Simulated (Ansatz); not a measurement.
# ScPd: squeezing one contact

An exercise on one series of results from a longer session: the logs are not shown, and one member is left open.

Computed with Ansatz 0.2.0 (DFT LDA, with the methods named in each step, unless a step's input says otherwise).

## The system as given

Symmetry: Pm-3m, No. 221, cubic system. The conventional cell has a = 3.283 Å, b = 3.283 Å, c = 3.283 Å, α = 90.00°, β = 90.00°, γ = 90.00°. Sc (site symmetry m-3m) is surrounded by 8 Pd at 2.84 Å. Around Pd (site symmetry m-3m) lie 8 Sc at 2.84 Å.

Structure file:

```cif
data_structure
_symmetry_space_group_name_H-M 'P 1'
_symmetry_Int_Tables_number 1
_cell_length_a 3.2830
_cell_length_b 3.2830
_cell_length_c 3.2830
_cell_angle_alpha 90.000
_cell_angle_beta 90.000
_cell_angle_gamma 90.000
_cell_volume 35.38
loop_
_atom_site_label
_atom_site_type_symbol
_atom_site_fract_x
_atom_site_fract_y
_atom_site_fract_z
_atom_site_occupancy
Sc1 Sc 0.50000 0.50000 0.50000 1
Pd1 Pd 0.00000 0.00000 0.00000 1
```

Atoms are numbered in the order of the input: Sc1, Pd2.

The first run:

File input.yaml:

```yaml
crystal:
  lattice:
    - [3.283, 0.0, 0.0]
    - [0.0, 3.283, 0.0]
    - [0.0, 0.0, 3.283]
  atoms:
    - { symbol: Sc, position: [0.5, 0.5, 0.5] }
    - { symbol: Pd, position: [0.0, 0.0, 0.0] }
kpoints:
  mp_grid: { grid: [9, 9, 9] }
scf:
  occupations: { method: fermi_dirac, width: 0.05 }
hamiltonian:
  xc: lda
  pseudopotentials: { kind: all_electron, lapw: { basis_error: 0.001 } }
output:
  forces: true
  stress: true
  eigenvalues: true
  populations: true
```

Run with:

```sh
$ ansatz run input.yaml --threads 1 --pin off --max-ram 2048MiB --backend cpu --events-out ev --progress --plain --runs-dir out
```

Steps of the session up to this table: The bond as given, LAPW; Shortest bond scaled by 1, norm-conserving; Shortest bond scaled by 0.94, LAPW; Shortest bond scaled by 0.76, LAPW; Shortest bond scaled by 0.76, crystal datasets; Shortest bond scaled by 0.64, LAPW; Shortest bond scaled by 0.58, LAPW; Shortest bond scaled by 0.58, crystal datasets.

One of the session's tables, all rows but one given; the rest of the session is left out.

| method | length (Å) | force along the bond (eV/Å) | pressure (GPa) | largest force (eV/Å) |
| --- | --- | --- | --- | --- |
| LAPW | 1.649 | 28.325 | 79.59 | 28.325 |
| LAPW | 1.820 | 13.890 | 42.81 | 13.890 |
| LAPW | 2.161 | 4.135 | 10.95 | 4.135 |
| LAPW | 2.673 | 0.462 | -4.97 | 0.462 |
| LAPW | 2.843 | 0.000 | -5.86 | 0.000 |
| PAW | 1.649 | 28.960 | 80.88 | 28.960 |
| PAW | 1.820 | 13.714 | 42.26 | 13.714 |
| PAW | 2.161 | 4.119 | 10.88 | 4.119 |
| PAW | 2.673 | 0.462 | -4.98 | 0.462 |
| PAW | 2.843 | 0.000 | -5.87 | 0.000 |
| PAW (cutoff 1000 eV) | 1.649 | 28.909 | 80.74 | 28.909 |
| crystal datasets | 1.649 | 28.326 | 79.60 | 28.326 |
| crystal datasets | 2.161 | ? | ? | ? |
| norm-conserving | 2.843 | 0.000 | -5.97 | 0.000 |

Q: Estimate the row for crystal datasets, 2.161 from the others.

The run gave: force along the bond (eV/Å): 4.136; pressure (GPa): 10.95; largest force (eV/Å): 4.136. In the column «force along the bond (eV/Å)» it lies between LAPW, 2.161 (4.135) and PAW, 1.820 (13.714).

Limits of these values: Warnings in the runs' records: gradients without spin orbit, crystal datasets made.
